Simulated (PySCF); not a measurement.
# [TaO2Br2]−: forces at shaken geometries

Aim: move all atoms of relaxed [TaO2Br2]− at random and read energies and forces. The structure is generated, not taken from experiment.

Method: PBE, Ta def2-SVP with ECP60, O def2-SVP, Br def2-SVP; scalar-relativistic core potentials, no spin–orbit coupling; program: PySCF 2.14.0.

3 further runs of the same task are left out: 2 for a known fault of the program, 1 that didn't finish.

## (1) The system as given

5 atoms, charge -1, spin multiplicity 1.

Bond lengths: Ta1–O2 1.768 Å, Ta1–O3 1.768 Å, Ta1–Br4 2.562 Å, Ta1–Br5 2.562 Å. Angles: O2–Ta1–O3 106.2°, O2–Ta1–Br4 109.2°, O2–Ta1–Br5 109.2°, O3–Ta1–Br4 109.2°, O3–Ta1–Br5 109.2°, Br4–Ta1–Br5 113.4°.

Coordinates:

```xyz
5
Br2O2Ta
Ta    0.0000    0.0000    0.4552
O     0.9994    0.9994    1.5173
O    -0.9994   -0.9994    1.5173
Br    1.5146   -1.5146   -0.9509
Br   -1.5146    1.5146   -0.9509
```

Formal oxidation states: Ta +5. An earlier session relaxed this geometry at PBE, Ta def2-SVP with ECP60, O def2-SVP, Br def2-SVP (singlet, point group C2v).

Its energy there is -5354.511396 Eh.

## (2) Atoms moved at random, σ = 0.06 Å

Input file run.py (the lines that set the calculation):

```python
mol = gto.M(atom='''
Ta     0.03475     0.03147     0.43101
O      0.88086     0.96559     1.43132
O     -1.00684    -0.96223     1.53320
Br     1.54543    -1.55144    -0.92768
Br    -1.45419     1.51661    -0.87976''',
    basis={'Ta': 'def2-SVP', 'O': 'def2-SVP', 'Br': 'def2-SVP'},
    ecp={'Ta': 'def2-SVP'},
    charge=-1, spin=0)
mf = dft.RKS(mol, xc='PBE')
mf.grids.atom_grid = (50, 194)
mf = mf.density_fit()  # fitting sets: Ta def2-universal-JKFIT, O def2-universal-JKFIT, Br def2-universal-JKFIT
mf.conv_tol = 1e-08; mf.max_cycle = 55
mf.kernel(dm0)  # dm0: the density of the relaxed state
```

Started as:

```sh
$ OMP_NUM_THREADS=2 python run.py
```

## (3) Atoms moved at random, σ = 0.15 Å

Input file run.py (the lines that set the calculation):

```python
mol = gto.M(atom='''
Ta    -0.02311     0.10695     0.55893
O      1.20187     1.06201     1.59644
O     -1.16629    -1.02645     1.12618
Br     1.51649    -1.55422    -0.71453
Br    -1.52896     1.41171    -0.97893''',
    basis={'Ta': 'def2-SVP', 'O': 'def2-SVP', 'Br': 'def2-SVP'},
    ecp={'Ta': 'def2-SVP'},
    charge=-1, spin=0)
mf = dft.RKS(mol, xc='PBE')
mf.grids.atom_grid = (50, 194)
mf = mf.density_fit()  # fitting sets: Ta def2-universal-JKFIT, O def2-universal-JKFIT, Br def2-universal-JKFIT
mf.conv_tol = 1e-08; mf.max_cycle = 55
mf.kernel(dm0)  # dm0: the density of the relaxed state
```

## (4) Atoms moved at random, σ = 0.03 Å

Input file run.py (the lines that set the calculation):

```python
mol = gto.M(atom='''
Ta    -0.01388     0.01889     0.42400
O      0.92835     1.01544     1.55587
O     -0.97198    -1.01415     1.49971
Br     1.51641    -1.52884    -0.94277
Br    -1.45890     1.50867    -0.94872''',
    basis={'Ta': 'def2-SVP', 'O': 'def2-SVP', 'Br': 'def2-SVP'},
    ecp={'Ta': 'def2-SVP'},
    charge=-1, spin=0)
mf = dft.RKS(mol, xc='PBE')
mf.grids.atom_grid = (50, 194)
mf = mf.density_fit()  # fitting sets: Ta def2-universal-JKFIT, O def2-universal-JKFIT, Br def2-universal-JKFIT
mf.conv_tol = 1e-08; mf.max_cycle = 55
mf.kernel(dm0)  # dm0: the density of the relaxed state
```

Q: Predict the outcome of this session. Wanted: for each run, σ; energy rise; harmonic estimate −½ F·u; largest force component.

The runs gave:

| σ (Å) | energy rise (eV) | harmonic estimate −½ F·u (eV) | largest force component (eV/Å) |
| --- | --- | --- | --- |
| 0.06 | 0.801 | 0.895 | 7.36 |
| 0.15 | 0.832 | 0.676 | 4.47 |
| 0.03 | 0.054 | 0.055 | 1.31 |

Every displacement raises the energy. For a harmonic well the rise equals −½ F·u; the two differ by at most 19 % here (a move with σ = 0.15 Å), from anharmonicity, the grid and the small forces left at the relaxed point. These are double-zeta-type bases without diffuse functions. Spin–orbit coupling is left out.
